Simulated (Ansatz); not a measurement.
# Be3CdS2: what a guessed cell relaxes into

Aim: relax a trial structure of Be3CdS2 and see where it ends.

Program: Ansatz 0.2.0. Level of theory: DFT PBE, scalar-relativistic, plane waves, PAW. These are calculated values, not measurements.

1 further run of the same task is left out (it didn't finish).

## Step 1: The structure to begin with

Symmetry: P6/mmm, No. 191, hexagonal system. The conventional cell has a = 5.733 Å, b = 5.733 Å, c = 2.975 Å, α = 90.00°, β = 90.00°, γ = 120.00°. Be (site symmetry mmm) is surrounded by 4 S at 2.23 Å. Cd (site symmetry 6/mmm) is surrounded by 2 Cd at 2.97 Å and 12 Be at 3.23 Å and 6 S at 3.31 Å. Around S (site symmetry -6m2) lie 6 Be at 2.23 Å.

As a file:

```
CELL_PARAMETERS angstrom
5.73342 0.00000 0.00000
-2.86671 4.96529 0.00000
0.00000 0.00000 2.97470
ATOMIC_POSITIONS crystal
Be 0.50000 0.00000 0.50000
Be 0.50000 0.50000 0.50000
Be 0.00000 0.50000 0.50000
Cd 0.00000 0.00000 0.00000
S 0.33333 0.66667 0.00000
S 0.66667 0.33333 0.00000
```

The cell is invented: species swapped into a database cell of EuB2Rh3 (P6/mmm, No. 191), with Cd on the Eu sites, S on the B sites and Be on the Rh sites. Lengths come from tabulated atomic sizes and are only a guess.

## Step 2: A first look at the guess

Contents of input.yaml:

```yaml
crystal:
  lattice:
    - [5.7334194, 0.0, 0.0]
    - [-2.8667097, 4.96528685, 0.0]
    - [0.0, 0.0, 2.97470345]
  atoms:
    - { symbol: Be, position: [0.5, 0.0, 0.5] }
    - { symbol: Be, position: [0.5, 0.5, 0.5] }
    - { symbol: Be, position: [0.0, 0.5, 0.5] }
    - { symbol: Cd, position: [0.0, 0.0, 0.0] }
    - { symbol: S, position: [0.33333333, 0.66666667, 0.0] }
    - { symbol: S, position: [0.66666667, 0.33333333, 0.0] }
basis:
  ecutwfc: 420
kpoints:
  mp_grid: { grid: [6, 6, 6] }
hamiltonian:
  xc: pbe
scf:
  occupations: { method: gaussian, width: 0.1 }
  lower_state_search: "off"
output:
  forces: true
  stress: true
  eigenvalues: true
```

The run is started by

```bash
$ ansatz run input.yaml --threads 1 --pin off --max-ram 2560MiB --backend cpu --events-out ev --progress --plain --runs-dir out
```

Output, shortened:

```text
Warning: RAYON_NUM_THREADS=1 ignored (pool sized by the plan → 1); use --threads N
[...]
Pseudopotentials: kind: paw
Pseudopotential: Be, paw, valence charge 2, recommended cutoff 420 eV (normal), Be.paw.azcp
Pseudopotential: Cd, paw, valence charge 20, recommended cutoff 420 eV (normal), Cd.paw.azcp
Pseudopotential: S, paw, valence charge 6, recommended cutoff 420 eV (normal), S.paw.azcp
Functional definition: PBE
[...]
Crystal: 6 atoms, lattice volume = 84.684 Å³
Basis set: ecut = 420 eV, 1653 PW (Γ), exchange–correlation on 80×80×40 points (8 copies of the dense FFT grid, shifted against one another)
Bands: 25, of which v1, the nominal top of the filled ones, is band 19 counted from 1 (18 counted from 0)
Symmetry: 24 space group operations
Space group: P6/mmm (ITA 191), of the structure as read, at distance tolerance 4.4e-5 Å
k-points: 28 of 216
[...]
SCF iter   1: F=—  HF=-10335.829675 eV  |F-HF|=—  |Δ(HF+E_count)|=         —  Δρ=6.53e-3  dr2=5.35e-2  ethr=1.77e-3  ⟨swp⟩=6.1  Hψ=3480  notcnv=0  defer=1
[...]
SCF iter   7: F=-10335.811955 eV  HF=-10335.811955 eV  |F-HF|=7.76e-9  |Δ(HF+E_count)|=   2.23e-8  Δρ=3.39e-6  dr2=1.75e-8  ethr=2.63e-10  ⟨swp⟩=7.5  Hψ=2778  notcnv=0
[...]
SCF converged after 7 iterations
Free energy (F): -10335.811955 eV
[...]
E sigma→0 (E₀):  -10335.802666 eV
Entropy (-TS):   -0.018579 eV (-3.096 meV/atom)
Fermi energy:    10.176595 eV
[...]
--- Forces (eV/Å), atoms counted from 1 ---
  atom   1  Be     0.00000000    -0.00000000     0.00000000
  atom   2  Be    -0.00000000     0.00000000     0.00000000
  atom   3  Be    -0.00000000     0.00000000     0.00000000
  atom   4  Cd     0.00000000     0.00000000     0.00000000
  atom   5  S     -0.00000000    -0.00000000     0.00000000
  atom   6  S      0.00000000     0.00000000     0.00000000
[...]
--- Stress (GPa, compression-positive) ---
        0.327348      -0.000000      -0.000000
       -0.000000       0.327348      -0.000000
       -0.000000      -0.000000       4.977005
  P = ⅓ Tr σ = 1.8772 GPa (18.772 kbar)
--- Band table (eV; the first three rows and the last of 28) ---
  k-point 0: bands = ["-92.9347", "-54.0059", "-54.0059", "-53.9418", "-6.3027", "-5.0847", "0.5683", "0.7901", "0.7901", "1.4854", "1.4854", "2.8409", "2.8409", "3.9997", "3.9997", "5.3182", "6.9401", "8.6161", "10.3304", "10.3304", "13.5191", "13.8805", "14.7749", "14.7749", "15.2491"]
[...]
```

It took 2.9 s on 1 thread of Intel Xeon at 2.70GHz, shared host; peak memory 0.39 GiB.

Read-out: pressure 1.9 GPa, largest force 0.00 eV/Å, gap on this mesh none (metal). The coarse relaxation is skipped.

## Step 3: Final relaxation

input.yaml: that of step 2 with these lines changed.

```diff
@@ -15,3 +15,3 @@
 kpoints:
-  mp_grid: { grid: [6, 6, 6] }
+  mp_grid: { grid: [12, 12, 12] }
 hamiltonian:
@@ -20,3 +20,2 @@
   occupations: { method: gaussian, width: 0.1 }
-  lower_state_search: "off"
 output:
@@ -25 +24,6 @@
   eigenvalues: true
+relax:
+  adjacent_minimum: "off"
+  f_tol: 0.01
+  max_steps: 80
+  cell: { stress_tol: 0.05 }
```

The run is started by

```bash
$ ansatz run input.yaml --threads 1 --pin off --max-ram 2560MiB --backend cpu --events-out ev --progress --plain --runs-dir out
```

Output:

```text
Warning: RAYON_NUM_THREADS=1 ignored (pool sized by the plan → 1); use --threads N
Engine: ansatz 0.2.0, x86_64-unknown-linux-gnu
[... 5 set-up lines as earlier in the session ...]
  parameter kappa = 0.804
  parameter beta = 0.06672455060314922
  exchange = pbe_x(kappa = kappa, mu = beta*pi^2/3)
  correlation = pbe_c(beta = beta)
Crystal: 6 atoms, lattice volume = 84.684 Å³
Basis set: ecut = 420 eV, 1653 PW (Γ), exchange–correlation on 80×80×40 points (8 copies of the dense FFT grid, shifted against one another)
Bands: 25, of which v1, the nominal top of the filled ones, is band 19 counted from 1 (18 counted from 0)
[... 2 set-up lines as earlier in the session ...]
k-points: 133 of 1728
Non-local potential: Be, projectors of the file, l = 0: 2, l = 1: 2, l = 2: 1
Non-local potential: Cd, projectors of the file, l = 0: 3, l = 1: 2, l = 2: 2, l = 3: 1
Non-local potential: S, projectors of the file, l = 0: 2, l = 1: 2, l = 2: 2
PAW form: soft (Blöchl's): semilocal exchange-correlation on the pseudo side does not see the compensation charge
PAW one-centre angular grid: Be, 110 points (default); XC on 64 Gauss nodes
PAW one-centre angular grid: Cd, 590 points (default); XC on 64 Gauss nodes
PAW one-centre angular grid: S, 110 points (default); XC on 64 Gauss nodes
Initial density: superposition of atomic densities (neutral atoms: chi_scale 0, normalization atom), corrected by the library's trained network
Initial wavefunctions: pseudopotential atomic-orbital guess
Functional: x = pbe(κ = 0.804, μ = 0.2195149727645171), c = pbe(β = 0.06672455060314922)
SCF iter   1: F=—  HF=-10335.873893 eV  |F-HF|=—  |Δ(HF+E_count)|=         —  Δρ=6.54e-3  dr2=5.45e-2  ethr=1.77e-3  ⟨swp⟩=6.1  Hψ=16569  notcnv=0  defer=4
preconditioner: auto → Kerker (q_TF=auto, 2.387 Å⁻¹)  [metal: Δε(μ)=0.011 eV  Ē_g=10.212 eV  σ=0.100 eV  W_gap=0.06  n_scr=14 (ndim 8)  ℏωp=22.1 eV  f_vac=0.000  D(μ)=3.62/eV (n_scr^D=32)]
SCF iter   2: F=—  HF=-10335.860287 eV  |F-HF|=—  |Δ(HF+E_count)|=   1.36e-2  Δρ=3.67e-3  dr2=1.74e-2  ethr=1.43e-4  ⟨swp⟩=1.0  Hψ=4390  notcnv=0  defer=6
SCF iter   3: F=—  HF=-10335.855907 eV  |F-HF|=—  |Δ(HF+E_count)|=   4.38e-3  Δρ=8.05e-4  dr2=5.38e-4  ethr=4.57e-5  ⟨swp⟩=2.0  Hψ=4988  notcnv=0  defer=8
SCF iter   4: F=—  HF=-10335.855853 eV  |F-HF|=—  |Δ(HF+E_count)|=   5.36e-5  Δρ=2.81e-4  dr2=6.74e-5  ethr=1.42e-6  ⟨swp⟩=2.8  Hψ=5342  notcnv=0  defer=8
SCF iter   5: F=—  HF=-10335.856045 eV  |F-HF|=—  |Δ(HF+E_count)|=   1.92e-4  Δρ=6.68e-5  dr2=3.11e-6  ethr=1.77e-7  ⟨swp⟩=2.0  Hψ=5164  notcnv=0  defer=8
SCF iter   6: F=—  HF=-10335.856045 eV  |F-HF|=—  |Δ(HF+E_count)|=   9.29e-8  Δρ=1.61e-5  dr2=2.67e-7  ethr=8.18e-9  ⟨swp⟩=2.9  Hψ=6202  notcnv=0  defer=8
SCF iter   7: F=-10335.856045 eV  HF=-10335.856045 eV  |F-HF|=1.25e-8  |Δ(HF+E_count)|=   1.61e-8  Δρ=3.53e-6  dr2=2.27e-8  ethr=2.63e-10  ⟨swp⟩=7.7  Hψ=13438  notcnv=0
SCF 1 converged in 7 iterations: F = -10335.856045 eV  dr2 = 2.27e-8
relax step   1: F+E_penalty+E_count = -10335.85604510 eV  Δ(F+E_penalty+E_count) = +0.000e0 eV  max|allowed force component| = 1.989e-16 eV/Å  Δτ_max = 0.0000 Å  P = +1.968 GPa  Ω = 84.684 Å³  (7 SCF iters, dr2 threshold 1.00e-7 eV, accepted)
Crystal: 6 atoms, lattice volume = 85.177 Å³
Basis set: ecut = 420 eV, 1679 PW (Γ), exchange–correlation on 80×80×40 points (8 copies of the dense FFT grid, shifted against one another)
Initial density: handed on by an earlier stage of this run
Initial wavefunctions: those handed on with the density
iter 1 solved again at ethr=9.57e-6 eV; its pass at ethr=3.10e-3 eV (dr2=3.64e-3 eV) is discarded
SCF iter   1: F=—  HF=-10335.890537 eV  |F-HF|=—  |Δ(HF+E_count)|=         —  Δρ=2.09e-3  dr2=3.65e-3  ethr=9.57e-6  ⟨swp⟩=2.0  Hψ=17863  notcnv=0
preconditioner: auto → Kerker (q_TF=auto, 2.385 Å⁻¹)  [metal: Δε(μ)=0.033 eV  Ē_g=10.182 eV  σ=0.100 eV  W_gap=0.18  n_scr=14 (ndim 8)  ℏωp=22.0 eV  f_vac=0.000  D(μ)=3.24/eV (n_scr^D=32)]
SCF iter   2: F=—  HF=-10335.890093 eV  |F-HF|=—  |Δ(HF+E_count)|=   4.44e-4  Δρ=1.17e-3  dr2=1.08e-3  ethr=9.57e-6  ⟨swp⟩=1.0  Hψ=3326  notcnv=0
SCF iter   3: F=—  HF=-10335.889960 eV  |F-HF|=—  |Δ(HF+E_count)|=   1.33e-4  Δρ=2.10e-4  dr2=4.04e-5  ethr=2.85e-6  ⟨swp⟩=2.5  Hψ=4745  notcnv=0
SCF iter   4: F=—  HF=-10335.890230 eV  |F-HF|=—  |Δ(HF+E_count)|=   2.69e-4  Δρ=6.87e-5  dr2=3.35e-6  ethr=1.06e-7  ⟨swp⟩=2.1  Hψ=5179  notcnv=0
SCF iter   5: F=-10335.890230 eV  HF=-10335.890230 eV  |F-HF|=3.97e-8  |Δ(HF+E_count)|=   2.02e-7  Δρ=1.48e-5  dr2=1.98e-7  ethr=1.58e-9  ⟨swp⟩=5.2  Hψ=14041  notcnv=0
SCF 2 converged in 5 iterations: F = -10335.890230 eV  dr2 = 1.98e-7
relax step   2: F+E_penalty+E_count = -10335.89023000 eV  Δ(F+E_penalty+E_count) = -3.418e-2 eV  max|allowed force component| = 1.095e-16 eV/Å  Δτ_max = 0.0000 Å  P = +0.951 GPa  Ω = 85.177 Å³  energy of the carried Pulay correction = -1.047e-4 eV  (5 SCF iters, dr2 threshold 6.00e-7 eV, accepted)
Crystal: 6 atoms, lattice volume = 86.184 Å³
iter 1 solved again at ethr=1.60e-6 eV; its pass at ethr=3.10e-3 eV (dr2=6.07e-4 eV) is discarded
SCF iter   1: F=—  HF=-10335.893205 eV  |F-HF|=—  |Δ(HF+E_count)|=         —  Δρ=5.57e-4  dr2=5.88e-4  ethr=1.60e-6  ⟨swp⟩=1.9  Hψ=16519  notcnv=0
preconditioner: auto → Kerker (q_TF=auto, 2.380 Å⁻¹)  [metal: Δε(μ)=0.016 eV  Ē_g=10.127 eV  σ=0.100 eV  W_gap=0.09  n_scr=14 (ndim 8)  ℏωp=21.9 eV  f_vac=0.000  D(μ)=3.33/eV (n_scr^D=32)]
SCF iter   2: F=—  HF=-10335.893383 eV  |F-HF|=—  |Δ(HF+E_count)|=   1.78e-4  Δρ=3.37e-4  dr2=2.42e-4  ethr=1.55e-6  ⟨swp⟩=1.0  Hψ=3325  notcnv=0
SCF iter   3: F=—  HF=-10335.893314 eV  |F-HF|=—  |Δ(HF+E_count)|=   6.89e-5  Δρ=4.80e-5  dr2=3.84e-6  ethr=6.37e-7  ⟨swp⟩=2.0  Hψ=3812  notcnv=0
SCF iter   4: F=-10335.893313 eV  HF=-10335.893313 eV  |F-HF|=4.76e-8  |Δ(HF+E_count)|=   9.88e-7  Δρ=1.48e-5  dr2=1.92e-7  ethr=1.58e-9  ⟨swp⟩=5.6  Hψ=14320  notcnv=0
SCF 3 converged in 4 iterations: F = -10335.893313 eV  dr2 = 1.92e-7
relax step   3: F+E_penalty+E_count = -10335.89331255 eV  Δ(F+E_penalty+E_count) = -3.083e-3 eV  max|allowed force component| = 4.472e-17 eV/Å  Δτ_max = 0.0000 Å  P = +0.107 GPa  Ω = 86.184 Å³  energy of the carried Pulay correction = -3.007e-4 eV  (4 SCF iters, dr2 threshold 6.00e-7 eV, accepted)
Crystal: 6 atoms, lattice volume = 86.304 Å³
iter 1 solved again at ethr=3.23e-8 eV; its pass at ethr=3.10e-3 eV (dr2=1.23e-5 eV) is discarded
SCF iter   1: F=—  HF=-10335.893056 eV  |F-HF|=—  |Δ(HF+E_count)|=         —  Δρ=7.63e-5  dr2=1.31e-5  ethr=3.23e-8  ⟨swp⟩=2.0  Hψ=16247  notcnv=0
preconditioner: auto → Kerker (q_TF=auto, 2.380 Å⁻¹)  [metal: Δε(μ)=0.016 eV  Ē_g=10.115 eV  σ=0.100 eV  W_gap=0.09  n_scr=14 (ndim 8)  ℏωp=21.9 eV  f_vac=0.000  D(μ)=3.31/eV (n_scr^D=32)]
SCF iter   2: F=—  HF=-10335.893335 eV  |F-HF|=—  |Δ(HF+E_count)|=   2.79e-4  Δρ=4.55e-5  dr2=5.15e-6  ethr=3.23e-8  ⟨swp⟩=1.0  Hψ=3325  notcnv=0
SCF iter   3: F=—  HF=-10335.893334 eV  |F-HF|=—  |Δ(HF+E_count)|=   1.52e-6  Δρ=8.94e-6  dr2=1.36e-7  ethr=1.36e-8  ⟨swp⟩=2.0  Hψ=3783  notcnv=0
SCF iter   4: F=-10335.893334 eV  HF=-10335.893334 eV  |F-HF|=3.18e-9  |Δ(HF+E_count)|=   3.95e-8  Δρ=3.75e-6  dr2=1.09e-8  ethr=1.64e-10  ⟨swp⟩=4.0  Hψ=10486  notcnv=0
SCF 4 converged in 4 iterations: F = -10335.893334 eV  dr2 = 1.09e-8
relax step   4: F+E_penalty+E_count = -10335.89333373 eV  Δ(F+E_penalty+E_count) = -2.118e-5 eV  max|allowed force component| = 7.401e-17 eV/Å  Δτ_max = 0.0000 Å  P = +0.000 GPa  Ω = 86.304 Å³  energy of the carried Pulay correction = -3.240e-4 eV  (4 SCF iters, dr2 threshold 6.23e-8 eV, accepted)
Basis set: ecut = 420 eV, 1679 PW (Γ), exchange–correlation on 80×80×48 points (8 copies of the dense FFT grid, shifted against one another)
Initial wavefunctions: pseudopotential atomic-orbital guess (no wavefunctions were taken with the density)
iter 1 solved again at ethr=2.36e-7 eV; its pass at ethr=3.10e-3 eV (dr2=8.97e-5 eV) is discarded
SCF iter   1: F=—  HF=-10335.893627 eV  |F-HF|=—  |Δ(HF+E_count)|=         —  Δρ=4.24e-5  dr2=2.55e-7  ethr=2.36e-7  ⟨swp⟩=3.1  Hψ=24609  notcnv=0
preconditioner: auto → Kerker (q_TF=auto, 2.380 Å⁻¹)  [metal: Δε(μ)=0.018 eV  Ē_g=10.114 eV  σ=0.100 eV  W_gap=0.10  n_scr=14 (ndim 8)  ℏωp=21.9 eV  f_vac=0.000  D(μ)=3.31/eV (n_scr^D=32)]
SCF iter   2: F=—  HF=-10335.893680 eV  |F-HF|=—  |Δ(HF+E_count)|=   5.28e-5  Δρ=2.12e-5  dr2=6.62e-8  ethr=6.70e-10  ⟨swp⟩=2.1  Hψ=5543  notcnv=0
SCF iter   3: F=—  HF=-10335.893680 eV  |F-HF|=—  |Δ(HF+E_count)|=   1.53e-7  Δρ=4.55e-6  dr2=3.90e-9  ethr=1.74e-10  ⟨swp⟩=2.0  Hψ=4910  notcnv=0
SCF iter   4: F=—  HF=-10335.893680 eV  |F-HF|=—  |Δ(HF+E_count)|=   7.34e-9  Δρ=5.08e-7  dr2=3.29e-10  ethr=1.03e-11  ⟨swp⟩=2.0  Hψ=5200  notcnv=0
SCF iter   5: F=-10335.893680 eV  HF=-10335.893680 eV  |F-HF|=1.09e-11  |Δ(HF+E_count)|=  1.27e-11  Δρ=1.21e-7  dr2=2.04e-11  ethr=1.00e-12  ⟨swp⟩=4.0  Hψ=10855  notcnv=0
SCF 5 converged in 5 iterations: F = -10335.893680 eV  dr2 = 2.04e-11
relax step   5: F+E_penalty+E_count = -10335.89368044 eV  Δ(F+E_penalty+E_count) = -3.467e-4 eV  max|allowed force component| = 1.542e-16 eV/Å  Δτ_max = 0.0000 Å  P = +0.002 GPa  Ω = 86.304 Å³  stress off target by 3.75e-3 GPa  SCF on the basis re-selected at this cell (its energy is not comparable with the rows above)  (5 SCF iters)
basis re-selected at this cell: Δ(F+E_penalty+E_count) = -3.467e-4 eV, ΔP = +0.001 GPa vs the last step (what re-selecting the basis moved, of the pressure what is left beyond the Pulay correction that the steps carried, after the strain that the cell walked since its last selection, with what the two solves' SCF thresholds leave and, on support functions, any second-order correction that the steps lacked; it is no measure of the basis error at this ecutwfc). The dense FFT grid was sized anew with the basis: this SCF ran on 40×40×24 points, the steps before it on 40×40×20, so part of this shift can come from that change (see relax.cell in the input reference). This SCF's stress stands 3.75e-3 GPa from its target on what of the cell is left free (relax.cell.stress_tol is 5.00e-2 GPa) and its largest allowed force component is 1.54e-16 eV/Å (relax.f_tol is 1.00e-2 eV/Å): within both
SCF converged after 5 iterations
Free energy (F): -10335.893680 eV
Harris-Foulkes:  -10335.893680 eV  (|F-HF|=1.09e-11)
Internal energy: -10335.877137 eV  (E = F + TS)
E sigma→0 (E₀):  -10335.885408 eV
Entropy (-TS):   -0.016544 eV (-2.757 meV/atom)
Fermi energy:    9.962049 eV
--- Per-component energies (eV) ---
  E_band       = -439.445709
  E_kinetic    = 777.369494
  E_local      = -4252.255441  (includes V_loc(G=0)·N_el)
  E_nonlocal   = 102.583198
  E_hartree    = 1972.062941
  E_xc         = -428.986273
  E_vxc        = -457.616963  (∫ρ·V_xc dr)
  E_paw        = -5461.729991  (= ΣΔE_a)
  E_vpaw       = -553.651754  (= ΣTr[D̂ρ^β])
  E_aug_tail   = 0.000015  (compensation charges beyond the density's cutoff)
  E_ewald      = -3044.921081
  E_smearing   = -0.016544  (= −TS)
  E_closure    = -0.000000  (closes the sum)
  Σ components = -10335.893680   (vs F -10335.893680, Δ=0.00e0)
--- Forces (eV/Å), atoms counted from 1 ---
  atom   1  Be     0.00000000    -0.00000000     0.00000000
  atom   2  Be     0.00000000    -0.00000000    -0.00000000
  atom   3  Be    -0.00000000     0.00000000     0.00000000
  atom   4  Cd     0.00000000     0.00000000     0.00000000
  atom   5  S      0.00000000    -0.00000000     0.00000000
  atom   6  S      0.00000000     0.00000000    -0.00000000
  max |Σ_I F_I| component: 1.85e-17 eV/Å
--- Stress (GPa, compression-positive) ---
        0.003753       0.000000       0.000000
       -0.000000       0.003753      -0.000000
        0.000000      -0.000000      -0.002951
  P = ⅓ Tr σ = 0.0015 GPa (0.015 kbar)
--- Band table (eV; the first three rows and the last of 133) ---
  k-point 0: bands = ["-93.0225", "-54.0975", "-54.0975", "-54.0317", "-6.4027", "-5.1334", "0.5870", "0.6909", "0.6909", "1.3409", "1.3409", "2.7738", "2.7738", "3.9540", "3.9540", "5.2619", "6.2673", "7.9955", "10.3181", "10.3181", "12.6500", "13.0446", "14.1158", "14.1158", "15.2165"]
  k-point 1: bands = ["-93.0224", "-54.0974", "-54.0974", "-54.0334", "-6.3315", "-5.0517", "0.6508", "0.7087", "0.7087", "1.2987", "1.2987", "2.8144", "2.8144", "4.0629", "4.0629", "5.2108", "5.8531", "7.2452", "10.4096", "10.4096", "13.2994", "13.5232", "13.5232", "13.9353", "15.2979"]
  k-point 2: bands = ["-93.0222", "-54.0970", "-54.0970", "-54.0379", "-6.1248", "-4.8128", "0.7565", "0.7565", "0.8250", "1.1902", "1.1902", "2.9344", "2.9344", "4.2914", "4.3762", "4.3762", "5.7724", "5.8603", "10.6528", "10.6528", "12.3718", "12.3718", "14.5352", "15.4291", "15.4291"]
  k-point 132: bands = ["-93.0212", "-54.0956", "-54.0956", "-54.0566", "-4.2678", "-4.2678", "0.6010", "0.6010", "1.0927", "1.0927", "1.3444", "1.4071", "1.4071", "3.1316", "5.0146", "5.0146", "6.6046", "7.3948", "9.5890", "9.5890", "9.8106", "11.8819", "12.5492", "14.7271", "14.7271"]
--- Relaxed structure (4 steps of the walk, 4 accepted, 1 SCFs on fresh bases) ---
  F+E_penalty+E_count = -10335.89368044 eV   max|allowed force component| = 1.542e-16 eV/Å   (the final SCF, on the basis selected at the relaxed cell)
  cell:  # Å, volume = 86.3042 Å³
    - [5.706776889192362, 5.029022926930033e-33, 4.190852439108361e-35]
    - [-2.853388444596181, 4.942213759770518, 3.0569035862464183e-34]
    - [2.174364430805433e-35, 1.95692798772489e-34, 3.0599860276394963]
  atoms:
    - { symbol: Be, position: [0.5, 6.643099365517996e-35, 0.5] }
    - { symbol: Be, position: [0.5, 0.5, 0.5] }
    - { symbol: Be, position: [-1.1804117891219069e-35, 0.5, 0.5] }
    - { symbol: Cd, position: [2.3068521237449367e-34, -9.195288579437226e-35, 2.0590230357872116e-84] }
    - { symbol: S, position: [0.33333333333333337, 0.6666666666666667, -1.0691058840368783e-50] }
    - { symbol: S, position: [0.6666666666666666, 0.33333333333333337, -1.0691058840368783e-50] }
```

Wall time 63 s (1 thread of Intel Xeon at 2.70GHz, shared host); peak memory 0.55 GiB.

Step by step:

```
step  energy from step 1 (eV/cell)  largest force component (eV/Å)  pressure (GPa)  volume (Å³)
   1                        0.0000                          0.0000            1.97        84.68
   2                       -0.0342                          0.0000            0.95        85.18
   3                       -0.0373                          0.0000            0.11        86.18
   4                       -0.0373                          0.0000            0.00        86.30
   5                       -0.0376                          0.0000            0.00        86.30
```

Step 1 is the start. Step 5 repeats the geometry before it on a plane-wave basis chosen anew for that cell, so its energy need not be comparable with the rows above.

|  | before | after | change |
| --- | --- | --- | --- |
| a (Å) | 5.733 | 5.707 | -0.5 % |
| b (Å) | 5.733 | 5.707 | -0.5 % |
| c (Å) | 2.975 | 3.060 | +2.9 % |
| volume (Å³/atom) | 14.11 | 14.38 | +1.9 % |
| shortest distance (Å) | 2.225 | 2.248 | +1.0 % |
| space group (0.01 Å) | P6/mmm | P6/mmm | same |

Forces and stress were held to the start's 24 operations: a distortion of lower symmetry was not tested.

## Step 4: Results

| quantity | value |
| --- | --- |
| symmetry at the end (tolerance 0.05 Å) | space group P6/mmm (No. 191) |
| conventional cell | a = 5.707 Å, b = 5.707 Å, c = 3.060 Å, α = 90.00°, β = 90.00°, γ = 120.00° |
| volume | 14.38 Å³/atom |
| energy over the elements | +0.16 eV/atom |
| gap on the mesh | none (metal) |

**Reading.** The space group P6/mmm (No. 191) is kept, and the volume per atom grows by 1.9 % from the first guess. With a positive formation energy it can't be a ground state. No finished test with a distortion of lower symmetry is shown, so the end may be a saddle point. Spin polarisation is off in the runs that give these values; a magnetic solution could lie lower.
